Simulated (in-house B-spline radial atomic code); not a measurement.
# Lu: the cost of one run

The numbers are computed with an in-house B-spline radial atomic code, version 1 (Dirac-Hartree-Fock, RPA and Brueckner orbitals, sums over states, B-spline basis), except any that are marked as measured or tabulated.

## Step 1: The system

```
element     : lutetium (Z = 71)
charge      : +30
closed core : [Kr] 4d3/2^4
nucleus     : mass number 175, rms radius 5.370 fm
note        : closed in jj coupling only
```

## Step 2: The run and its levels

The run's settings:

```ini
basis_form = 2
Z = 71
core_configuration = [Kr] 4d-4
rms_radius = 5.37
mass_number = 175
speed_of_light = 137.035999084
box_radius = 2.258
lmax = 6
intervals = 56
virtual_cutoff = 10082.0
```

On the command line:

```bash
python run_mb.py task.json out
```

task.json holds these settings.

What time and memory should one allow on 1 thread of Arm Neoverse N1, shared host?

About 42 s, with a peak of 0.23 GiB.
